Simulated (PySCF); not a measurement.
# C3H5BrSi: the cost of one run

Programs: PySCF 2.14.0, with density-fitted response routines of our own. Each step states its level of theory. These are calculated values for one molecule in the gas phase, unless marked as measured. Atoms count from 0, in the outputs and in this text.

## Step 1: Starting geometry

10 atoms, charge 0, multiplicity 1; geometry from: GFN2-xTB. The atoms were then displaced at random by about 0.01 Å, so the start is not that level's minimum.

Bonds of the start (Å): C0–C1 1.41, C1–C2 1.19, C2–Si3 1.89, Si3–Br4 2.22, C0–H5 1.08, C0–H6 1.12, C0–H7 1.08, Si3–H8 1.42, Si3–H9 1.46.

## Step 2: Relaxing the molecule at PBE0-D3(BJ)/def2-SVP

The job: settings as JSON, then the geometry in Å.

```
{"job": {"xc": "PBE0", "basis": "def2-SVP", "d3": "d3bj", "grid": 1, "shake": 0.01, "kind": "geom"}, "charge": 0, "multiplicity": 1}
C     -2.241340     0.022470     0.041400
C     -0.829510    -0.066290     0.022740
C      0.357680    -0.163770     0.005640
Si     2.243610    -0.241060    -0.016380
Br     2.940250     1.840690    -0.326900
H     -2.705480    -0.751010    -0.555350
H     -2.553460     1.004260    -0.385750
H     -2.616610    -0.015260     1.054900
H      2.700990    -0.986100    -1.141080
H      2.754300    -0.664870     1.279720
```

Launch:

```console
> OMP_NUM_THREADS=1 python probes_run.py task.json out
```

One launch serves the whole session: the jobs run in the order shown.

Q: Estimate the wall time and peak memory of this first job on 1 thread of Arm Neoverse V1, shared host.

About 42 s, with a peak of 0.48 GiB.
